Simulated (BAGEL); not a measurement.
# B3LYP/6-311+G(d,p) (density fitting with qzvpp-jkfit) run of BH2ClO2 (SMILES OB(O)Cl)

What is the energy change on altering one bond length of BH2ClO2 at B3LYP/6-311+G** (density fitting with qzvpp-jkfit)? 

Program for the calculation: BAGEL 1.2.2.

1 further run of the same task is left out (set aside as unsound or not needed).

### Step 1. Starting point

The species is BH2ClO2 (6 atoms), meant as a singlet with charge 0. SMILES: `OB(O)Cl`. Geometry: relaxed at PBE0-D4/def2-TZVP. This is one conformer, not always the lowest.

Bond lengths: O1–B2 1.357 Å, B2–O3 1.349 Å, B2–Cl4 1.771 Å, O1–H5 0.960 Å, O3–H6 0.962 Å. Angles: O1–B2–O3 121.0°, O1–B2–Cl4 120.9°, O3–B2–Cl4 118.0°, B2–O1–H5 113.5°, B2–O3–H6 112.0°.

### Step 2. A single-point energy at B3LYP/6-311+G(d,p) (density fitting with qzvpp-jkfit)

Contents of input.json:

```json
{ "bagel" : [

{
  "title" : "molecule",
  "basis" : "6-311+gss.json",
  "df_basis" : "qzvpp-jkfit",
  "angstrom" : "true",
  "geometry" : [
    { "atom" : "O", "xyz" : [    0.157800,    1.025400,   -0.442100 ] },
    { "atom" : "B", "xyz" : [   -0.128000,   -0.227600,   -0.007300 ] },
    { "atom" : "O", "xyz" : [    0.609200,   -0.813900,    0.958100 ] },
    { "atom" : "Cl", "xyz" : [   -1.481400,   -1.141400,   -0.691700 ] },
    { "atom" : "H", "xyz" : [   -0.434400,    1.336500,   -1.130000 ] },
    { "atom" : "H", "xyz" : [    1.319000,   -0.243000,    1.267000 ] }
  ]
},
{
  "title" : "ks",
  "xc_func" : "b3lyp"
},
{
  "title" : "print",
  "file" : "orbitals.molden",
  "orbitals" : "true"
}

]}
```

The basis set 6-311+G** is read from a file made from the Basis Set Exchange's data (not shown).

Run with:

```
$ BAGEL_NUM_THREADS=1 BAGEL input.json > input.out
```

What it wrote:

```text
* using 1 threads per process

  ===============================================================
  ===============================================================

  *** Geometry ***

  { "atom" : "O", "xyz" : [      0.298199,      1.937725,     -0.835448 ] },
  { "atom" : "B", "xyz" : [     -0.241885,     -0.430102,     -0.013795 ] },
  { "atom" : "O", "xyz" : [      1.151221,     -1.538048,      1.810547 ] },
  { "atom" : "Cl", "xyz" : [     -2.799440,     -2.156933,     -1.307124 ] },
  { "atom" : "H", "xyz" : [     -0.820897,      2.525619,     -2.135391 ] },
  { "atom" : "H", "xyz" : [      2.492549,     -0.459203,      2.394283 ] },

  Number of auxiliary basis functions:      393

  Since a DF basis is specified, we compute 2- and 3-index integrals:
    o Being stored without compression. Storage requirement is 0.037 GB

  Number of basis functions:      108
  Number of electrons      :       40

    * METHOD: MOLECULE                             0.15

  *** Kohn-Sham DFT ***

    * Removing 10587 points whose weight is below 1.00e-10
    * Grid points: 78849

  === Nuclear Repulsion ===
   144.9028822971

       - DIIS with orbital gradients will be used.

  === KS iteration (b3lyp / 6-311+gss.json) ===
      0       -588.94971956          0.24307410           0.27
      1       -597.14161788          0.22005572           0.26
      2       -604.76695497          0.20484057           0.26
      3       -628.77266239          0.13636812           0.26
      4       -635.02188082          0.07160706           0.26
      5       -636.87035488          0.01443993           0.27
      6       -636.84901669          0.01744191           0.26
      7       -636.93399562          0.00554770           0.26
      8       -636.94375162          0.00241029           0.26
      9       -636.94550049          0.00037293           0.26
     10       -636.94554771          0.00005285           0.26
     11       -636.94554879          0.00002829           0.26
     12       -636.94554907          0.00000224           0.26
     13       -636.94554907          0.00000186           0.26
     14       -636.94554907          0.00000053           0.26
     15       -636.94554907          0.00000027           0.26
     16       -636.94554907          0.00000006           0.26
     17       -636.94554907          0.00000001           0.26
    * SCF iteration converged.

    * Permanent dipole moment:
           (   -0.297866,    -0.739366,     0.143471) a.u.

    * METHOD: KS                                   5.08

    * METHOD: PRINT                                0.02

  ===============================================================
```

It took 5.4 s on 1 thread of Arm Neoverse V2, shared host; peak memory 0.4 GiB.

### Step 3. The distorted shape

Contents of dft.json:

```json
{ "bagel" : [

{
  "title" : "molecule",
  "basis" : "6-311+gss.json",
  "df_basis" : "qzvpp-jkfit",
  "angstrom" : true,
  "geometry" : [
    { "atom" : "O", "xyz" : [   -0.055133,    0.854136,   -0.534767 ] },
    { "atom" : "B", "xyz" : [   -0.340933,   -0.398864,   -0.099967 ] },
    { "atom" : "O", "xyz" : [    0.396267,   -0.985164,    0.865433 ] },
    { "atom" : "Cl", "xyz" : [   -1.694333,   -1.312664,   -0.784367 ] },
    { "atom" : "H", "xyz" : [   -0.647333,    1.165236,   -1.222667 ] },
    { "atom" : "H", "xyz" : [    1.319000,   -0.243000,    1.267000 ] }
  ]
},
{
  "title" : "ks",
  "xc_func" : "b3lyp"
},
{
  "title" : "print",
  "file" : "orbitals.molden",
  "orbitals" : true
}

]}
```

The basis set 6-311+G** is read from a file made from the Basis Set Exchange's data (not shown).

Run with:

```
$ BAGEL_NUM_THREADS=1 BAGEL dft.json > dft.out
```

What it wrote:

```text
* using 1 threads per process

  ===============================================================
  ===============================================================

  *** Geometry ***

  { "atom" : "O", "xyz" : [     -0.104186,      1.614083,     -1.010563 ] },
  { "atom" : "B", "xyz" : [     -0.644270,     -0.753744,     -0.188910 ] },
  { "atom" : "O", "xyz" : [      0.748836,     -1.861690,      1.635431 ] },
  { "atom" : "Cl", "xyz" : [     -3.201825,     -2.480575,     -1.482239 ] },
  { "atom" : "H", "xyz" : [     -1.223282,      2.201977,     -2.310506 ] },
  { "atom" : "H", "xyz" : [      2.492549,     -0.459203,      2.394283 ] },

  Number of auxiliary basis functions:      393

  Since a DF basis is specified, we compute 2- and 3-index integrals:
    o Being stored without compression. Storage requirement is 0.037 GB

  Number of basis functions:      108
  Number of electrons      :       40

    * METHOD: MOLECULE                             0.15

  *** Kohn-Sham DFT ***

    * Removing 10288 points whose weight is below 1.00e-10
    * Grid points: 79148

  === Nuclear Repulsion ===
   143.4948997317

       - DIIS with orbital gradients will be used.

  === KS iteration (b3lyp / 6-311+gss.json) ===
      0       -588.93231662          0.23894360           0.27
      1       -598.98394010          0.22159949           0.26
      2       -608.42036752          0.17474011           0.26
      3       -618.71732468          0.16210831           0.26
      4       -636.31763002          0.03299389           0.26
      5       -636.54816467          0.02991257           0.26
      6       -636.88319614          0.00828786           0.26
      7       -636.90154538          0.00170988           0.26
      8       -636.90211823          0.00134018           0.26
      9       -636.90282245          0.00022348           0.27
     10       -636.90283566          0.00008107           0.27
     11       -636.90283780          0.00000919           0.27
     12       -636.90283783          0.00000420           0.26
     13       -636.90283784          0.00000077           0.26
     14       -636.90283784          0.00000034           0.26
     15       -636.90283784          0.00000013           0.26
     16       -636.90283784          0.00000003           0.26
     17       -636.90283784          0.00000002           0.26
     18       -636.90283784          0.00000000           0.26
    * SCF iteration converged.

    * Permanent dipole moment:
           (   -0.380561,    -0.793005,     0.100451) a.u.

    * METHOD: KS                                   5.36

    * METHOD: PRINT                                0.02

  ===============================================================
```

Run time: 5.7 s. Hardware: 1 thread of Arm Neoverse V2, shared host; peak memory 0.4 GiB.

### Step 4. Results

At B3LYP/6-311+G** (density fitting with qzvpp-jkfit):

| quantity | value |
| --- | --- |
| first shape: total energy | -636.94555 Eh |
| first shape: dipole moment | 2.06 D |
| first shape: HOMO energy | -8.93 eV |
| first shape: LUMO energy | -0.61 eV |
| first shape: HOMO–LUMO gap | 8.33 eV |
| distorted shape: total energy | -636.90284 Eh |
| distorted shape: dipole moment | 2.25 D |
| distorted shape: HOMO energy | -8.90 eV |
| distorted shape: LUMO energy | -1.64 eV |
| distorted shape: HOMO–LUMO gap | 7.26 eV |
| energy change with the O3–H6 bond stretched from 0.962 to 1.250 Å | 1.162 eV |

With the O3–H6 bond stretched from 0.962 to 1.250 Å the energy rises by 1.16 eV (112 kJ/mol). The first shape isn't relaxed at this level, so the change isn't measured from a minimum.
